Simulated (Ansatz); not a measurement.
# ZnO: a single-point run

Wanted: a converged single-point run for ZnO, and a check of what comes out. The structure is shown as the input types it.

Method: density functional or hybrid calculation with the settings of its input, plane waves (as first typed), in Ansatz 0.2.0.

2 further runs of the same task are left out: 1 for a known fault of the program, 1 that didn't finish.

### Step 1. Starting point

It takes space group P6_3mc (No. 186, hexagonal). The conventional cell has a = 3.235 Å, b = 3.235 Å, c = 5.211 Å, α = 90.00°, β = 90.00°, γ = 120.00°. Zn (site symmetry 3m) has 4 O at 1.97 to 1.98 Å as nearest neighbours. O (site symmetry 3m) is surrounded by 4 Zn at 1.97 to 1.98 Å.

As a file:

```
CELL_PARAMETERS angstrom
3.23534 0.00000 0.00000
-1.61767 2.80189 0.00000
0.00000 0.00000 5.21095
ATOMIC_POSITIONS crystal
Zn 0.33333 0.66667 0.99765
Zn 0.66667 0.33333 0.49765
O 0.33333 0.66667 0.37735
O 0.66667 0.33333 0.87735
```

### Step 2. Input and run

input.yaml

```yaml
crystal:
  lattice:
    - [3.2353408598, 0.0, 0.0]
    - [-1.6176704299, 2.8018873745, 0.0]
    - [0.0, 0.0, 5.2109518167]
  atoms:
    - { symbol: Zn, position: [0.3333333333, 0.6666666667, -0.0023477537] }
    - { symbol: Zn, position: [0.6666666667, 0.3333333333, 0.4976522463] }
    - { symbol: O, position: [0.3333333333, 0.6666666667, 0.3773477537] }
    - { symbol: O, position: [0.6666666667, 0.3333333333, 0.8773477537] }
kpoints:
  mp_grid: { grid: [6, 6, 4] }
hamiltonian:
  xc: r2scan
scf:
  occupations: { method: cold, width: 4 }
  n_extra_bands: 5
output:
  forces: true
  stress: true
  eigenvalues: true
```

Run with:

```console
> ansatz run input.yaml --threads 4 --pin off --max-ram 3686MiB --backend cpu --events-out ev --progress --plain --runs-dir out
```

What happens when this is run?

The run converged and reported no error. It gives a pressure of -17 GPa, which is large.

In the input, scf.occupations.method is cold; scf.occupations.width is 4. The width is far wider than usual, so occupations near the Fermi level are blurred and the entropy term grows.

Run again and compare: delete scf.occupations.width (the default then holds) and set scf.occupations.method to fixed.
